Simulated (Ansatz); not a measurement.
**C₂H₄GaN: one species, many methods**

How much do the methods differ for C₂H₄GaN? The plan is to run it at one geometry with functionals of several rungs and with coupled cluster. The yardstick is the atomisation energy at the CCSD(T) limit.

Method: functionals in def2-TZVPP, the program's frozen cores in correlated methods; program: Ansatz 0.2.0, Gaussian basis.

Plan: LDA (SPW92), PBE-D4, revPBE-D4, BLYP-D4, r2SCAN-D4, B97M-V, PBE0-D4, B3LYP-D4, r2SCANh-D4, r2SCAN0-D4, HSE06-D4, BHLYP-D4, CAM-B3LYP-D4, LC-ωPBE, ωB97X-V, ωB97M-V, B2PLYP, PBE-QIDH; CCSD(T)/def2-SVP; CCSD(T)/def2-TZVPP; MP2/def2-QZVPP; extrapolation to the limit; RPA on PBE.

**1. Structure used throughout**

The geometry comes from an earlier relaxation with PBE0-D4 in a triple-zeta def2 set; it is a stationary point, not always the lowest conformer.

8 atoms, charge 0, spin multiplicity 1.

Atoms are counted from 1 here; the program's logs count them from 0.

Bond lengths: Ga1–C2 1.951 Å, Ga1–H5 1.560 Å, Ga1–H6 1.560 Å, C2–N3 1.257 Å, C2–C4 1.475 Å, N3–C4 1.494 Å, C4–H7 1.086 Å, C4–H8 1.086 Å. Angles: C2–Ga1–H5 117.7°, C2–Ga1–H6 117.7°, H5–Ga1–H6 124.4°, Ga1–C2–N3 146.5°, Ga1–C2–C4 147.8°, N3–C2–C4 65.7°, C2–N3–C4 64.2°, C2–C4–N3 50.1°, C2–C4–H7 120.0°, C2–C4–H8 120.0°, N3–C4–H7 117.0°, N3–C4–H8 117.0°, H7–C4–H8 116.0°.

**2. LDA**

This LDA is Slater exchange with PW92 correlation.

in.yaml

```yaml
crystal:
  periodic: [false, false, false]
  atoms:
    - {symbol: Ga, position_ang: [-0.841841, 1.531505, -0.197608]}
    - {symbol: C, position_ang: [0.342244, 0.035454, 0.207982]}
    - {symbol: N, position_ang: [1.407308, -0.338031, 0.761668]}
    - {symbol: C, position_ang: [0.614285, -1.409534, 0.087518]}
    - {symbol: H, position_ang: [-0.626460, 2.281471, -1.548706]}
    - {symbol: H, position_ang: [-2.004684, 1.827155, 0.799458]}
    - {symbol: H, position_ang: [1.015126, -1.811974, -0.838622]}
    - {symbol: H, position_ang: [0.094012, -2.116036, 0.728301]}
basis:
  gaussian: {orbitals: def2-TZVPP}
hamiltonian: {xc: lda}
output: {orbitals: {seedname: orbitals}}
```

Run with:

```console
$ ansatz run in.yaml --threads 2 --pin off --events-out ev --progress --plain --max-ram 4352MiB
```

The runs that follow: PBE-D4 (GGA); revPBE-D4 (GGA); BLYP-D4 (GGA); r2SCAN-D4 (meta-GGA); B97M-V (meta-GGA); B3LYP-D4 (hybrid); r2SCANh-D4 (hybrid); r2SCAN0-D4 (hybrid); HSE06-D4 (hybrid); BHLYP-D4 (hybrid); CAM-B3LYP-D4 (range-separated); LC-ωPBE (range-separated); ωB97X-V (range-separated); ωB97M-V (range-separated); B2PLYP (double hybrid); PBE-QIDH (double hybrid); CCSD(T) in def2-SVP; CCSD(T) in def2-TZVPP; MP2 in def2-QZVPP; RPA on PBE orbitals.

Q: Predict the results of all the runs planned. Wanted: atomisation energy, CCSD(T)/CBS; farthest beyond LDA; mean size of error, GGA; mean size of error, meta-GGA; mean size of error, hybrid; mean size of error, range-separated; mean size of error, double hybrid; gap, smallest and largest; T1 diagnostic.

**Answer**, as computed:

```
                               quantity                                                                                                                                      value
        atomisation energy, CCSD(T)/CBS                                                                                                                              2751.8 kJ/mol
 functionals within 27.5 kJ/mol (1.0 %)  revPBE-D4, BLYP-D4, r2SCAN-D4, B97M-V, PBE0-D4, B3LYP-D4, r2SCANh-D4, HSE06-D4, CAM-B3LYP-D4, LC-ωPBE, ωB97X-V, ωB97M-V, B2PLYP, PBE-QIDH
                    farthest beyond LDA                                                                                                                   BHLYP-D4 (-113.9 kJ/mol)
                mean size of error, GGA                                                                                                                                43.3 kJ/mol
           mean size of error, meta-GGA                                                                                                                                17.9 kJ/mol
             mean size of error, hybrid                                                                                                                                38.5 kJ/mol
    mean size of error, range-separated                                                                                                                                16.9 kJ/mol
      mean size of error, double hybrid                                                                                                                                15.4 kJ/mol
              gap, smallest and largest                                                                                                   3.07 eV (LDA (SPW92)), 9.95 eV (LC-ωPBE)
                          T1 diagnostic                                                                                                                                     0.0134
triples share of the correlation energy                                                                                                                                      4.6 %
```

**Reading.** LDA overbinds by 464.9 kJ/mol (17 %). PBE-D4 is off by +99.6 kJ/mol. Double hybrids carry the basis error of their MP2 part in triple zeta, and no dispersion term here, so their miss is partly the set-up's. The rungs double hybrid, range-separated, meta-GGA miss on average by less than the doubt on the reference (27.5 kJ/mol), so they tie. Misses under about 27.5 kJ/mol are within the doubt on the reference itself, which lacks core-valence correlation, relativity and higher excitations, and its outer-core shells are covered unevenly. Hartree-Fock recovers 67 % of the binding; the rest is correlation. CCSD(T) in def2-SVP is off by -143.0 kJ/mol, more than most functionals: a good method in a small basis is no reference. The gap grows from 3.1 to 10.0 eV across the functionals, mostly with the share of exact exchange. The restricted reference is unstable towards a spin-broken one. Correlated methods include outer-core shells of Ga, which these sets cover unevenly.
